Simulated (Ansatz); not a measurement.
Wanted: the native input for an Ansatz 0.2.0 run.

```yaml
Task: single point
Functional: PBE
Potentials_or_basis: Ansatz PAW
Cutoff: "420 eV (not typed: the program's choice for these potentials)"
k_mesh: 6 × 6 × 6
Occupations: fermi-dirac, width 0.05 eV
Spin: no spin polarisation
```

The system is LiY3.

```
CELL_PARAMETERS angstrom
4.91971 0.00000 0.00000
0.00000 4.91971 0.00000
0.00000 0.00000 4.91971
ATOMIC_POSITIONS crystal
Y 0.00035 0.49357 0.49946
Y 0.49561 0.00037 0.48854
Y 0.50006 0.50529 0.99981
Li 0.99993 0.01021 0.00494
```

The cell comes from a database or a generator and needn't be the stable form of this composition.

The cell isn't the ideal one: atoms moved at random, drawn with an rms of 0.05 Å.

These files were run (other wordings do the same):

input.yaml

```yaml
crystal:
  lattice:
    - [4.919707, 0.0, 0.0]
    - [0.0, 4.919707, 0.0]
    - [0.0, 0.0, 4.919707]
  atoms:
    - { symbol: "Y", position: [0.000347, 0.49357, 0.499456] }
    - { symbol: "Y", position: [0.49561, 0.000373, 0.488542] }
    - { symbol: "Y", position: [0.500062, 0.505293, -0.000194] }
    - { symbol: Li, position: [-7.2e-05, 0.010206, 0.004942] }
hamiltonian:
  xc: pbe
  pseudopotentials: { kind: paw }
kpoints:
  mp_grid: { grid: [6, 6, 6] }
scf:
  occupations: { method: fermi_dirac, width: 0.05 }
output:
  forces: true
  stress: true
  eigenvalues: true
  write_density: true
  write_potential: true
  elf: true
  volumetric_format: npy
```

Potentials or basis: Ansatz PAW.

Command:

```sh
$ ansatz run input.yaml --threads 2 --pin off --max-ram 5120MiB --backend cpu --events-out ev --progress --plain --runs-dir out
```

Results of the run:

The pressure is 0.0 GPa. The largest force is 0.171 eV/Å and the band gap on the k mesh is none (metal or under the smearing width).

It took 25 s on 2 threads of Intel(R) Xeon(R) Processor @ 2.50GHz (Skylake/Cascade Lake), with other jobs on the host, peak memory 0.54 GiB.
